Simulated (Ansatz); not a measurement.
What does this script print? It uses Ansatz 0.2.0 through its Python package.

`mnpbo3.xyz`
```text
5
Lattice="3.914633 0.0 0.0 0.0 3.914633 0.0 0.0 0.0 3.914633" Properties=species:S:1:pos:R:3:initial_magmoms:R:1 pbc="T T T"
Mn    1.95731650    1.95731650    1.95731650  4.00
Pb    0.00000000    0.00000000    0.00000000  0.00
O     0.00000000    1.95731650    1.95731650  0.00
O     1.95731650    0.00000000    1.95731650  0.00
O     1.95731650    1.95731650    0.00000000  0.00
```

`run_plus_u.py`
```python
"""How the states of MnPbO3 follow the Hubbard U."""

import warnings

import ansatz as az
import numpy as np


def count_gap(report):
    # lowest empty less highest filled band, counting bands; zero where they overlap
    return max(report.get("gap_by_band_count_ev") or 0.0, 0.0)


def main() -> None:
    warnings.simplefilter("ignore", az.DeckWarning)

    mnpbo3 = az.Crystal.from_extxyz("mnpbo3.xyz")

    calc = (
        mnpbo3.calculation()
        .functional("pbesol")
        .basis(31 * az.Ry)
        .kpoints(7)
        .occupations(az.OccupationsMethod.FERMI_DIRAC)
        .spin("collinear")
        .band_table()
    )
    rows = []
    for u in [2.0, 4.0, 6.0, 8.0]:
        r = calc.hubbard("Mn", "d", u_eff=u).run().report
        shell = r["hubbard"]["n_scf"]
        rows.append((u, count_gap(r), sum(shell) / len(shell), max(abs(m) for m in r["site_moments_mub"]), r["n_iterations"]))
    print("      U_eff eV  gap by band count eV  Mn d occupation (projector)  largest moment muB      iterations")
    for row in rows:
        print(f"{str(row[0]):>14s}  {row[1]:20.3f}  {row[2]:27.4f}  {row[3]:18.3f}  {row[4]:14d}")


if __name__ == "__main__":
    main()
```

Running `python run_plus_u.py` prints:
```text
      U_eff eV  gap by band count eV  Mn d occupation (projector)  largest moment muB      iterations
           2.0                 0.000                       5.0778               2.850              17
           4.0                 0.000                       5.0359               3.116              22
           6.0                 0.000                       5.0099               3.335              20
           8.0                 0.000                       4.9993               3.510              20
```

From U = 2 to 8 eV the largest site moment goes from 2.85 to 3.51 μB.

Reading the output:
- The magnetic order follows from the starting moments and needn't be the lowest.
- The mesh is modest for a metal, so energies can be off by several to tens of meV an atom and pressures by half a GPa or more; differences at equal mesh fare better.
- A gap by band count of zero or less means overlapping bands, a metal.
- With one magnetic atom the cell can hold only ferromagnetic order.
- This cell is a computed structure, which may not be the phase found in nature.
- Levels are Kohn-Sham eigenvalues on this mesh, without spin-orbit coupling.
- Shell occupations and the effect of U depend on the projectors; a run with no .spin step is spin-unpolarised, and each U may end in a state that isn't the lowest.
- The script silences the warnings on its input, which a real study should read.
- Timing: 4.6 min on 1 thread of Arm Neoverse V1 (shared host), peak memory 0.76 GiB.

(A comment or docstring line of the script was reworded after the run, the code is as it ran.)
